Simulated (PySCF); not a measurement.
**A diatomic session: KTl**

The task here is to estimate one member of a computed series from the others.

Program: PySCF 2.14.0. Level of theory: K def2-SVP, Tl def2-SVP with ECP60, scalar-relativistic core potentials. These are calculated values, not measurements.

The first run:

A driver script around PySCF takes these settings:

```
atoms                         : K, Tl
charge                        : 0
basis                         : K def2-SVP, Tl def2-SVP with ECP60
Hamiltonian                   : scalar-relativistic core potentials
basis functions               : 50
electrons treated             : 40
masses in u                   : 38.9637, 204.9744
levels                        : PBE0, PBE, r²SCAN, B2PLYP, BP86, M06-L, HF, MP2, SCS-MP2, CCSD, CCSD(T)
grid                          : 80 radial by 434 angular points
occupations                   : held fixed by the projection of orbital angular momentum
dissociation limit            : K + Tl, each in its ground configuration
starting distance in angstrom : 3.375
values of 2S to try           : 0, 2
```

Command:

```sh
$ OMP_NUM_THREADS=1 python dia.py task.json out
```

Among the steps run: The job; The PBE0 curve of the state that the search chose; Excited determinants; PBE (GGA); r²SCAN (meta-GGA); B2PLYP (double hybrid); BP86 (GGA); M06-L (meta-GGA); RHF; MP2 and coupled cluster.

One table of the session follows, with a row left open; its other results are not shown here.

Energy (eV) from each level's lowest point:

| R (Å) | RHF | RHF-MP2 | RHF-SCS-MP2 | RHF-CCSD | RHF-CCSD(T) |
| --- | --- | --- | --- | --- | --- |
| 3.254 | 0.326 | 0.233 | 0.251 | n/a | n/a |
| 3.406 | 0.172 | 0.109 | 0.121 | 0.120 | 0.119 |
| 3.557 | 0.075 | 0.037 | 0.045 | 0.044 | 0.045 |
| 3.671 | ? | ? | ? | ? | ? |
| 3.784 | 0.008 | 0.000 | 0.000 | 0.000 | 0.001 |
| 3.897 | 0.000 | 0.004 | 0.001 | 0.000 | 0.000 |
| 4.049 | 0.008 | 0.028 | 0.020 | 0.017 | 0.015 |
| 4.238 | 0.043 | 0.077 | 0.063 | 0.056 | 0.050 |
| 4.465 | 0.107 | 0.156 | 0.136 | 0.119 | 0.107 |
| 4.768 | 0.219 | 0.278 | 0.250 | n/a | n/a |

Estimate the missing values for R (Å) = 3.671.

Worked estimate for «RHF». A straight line through the neighbours (3.557, 0.075) and (3.784, 0.008) gives 0.075 + (0.008 − 0.075) × (3.671 − 3.557) / (3.784 − 3.557) = 0.041; a parabola fitted to 4 rows on both sides gives 0.031.

The run gave: RHF: 0.032; RHF-MP2: 0.010; RHF-SCS-MP2: 0.013; RHF-CCSD: 0.014; RHF-CCSD(T): 0.015. In «RHF» the line misses by +0.009 and the parabola by -0.001.
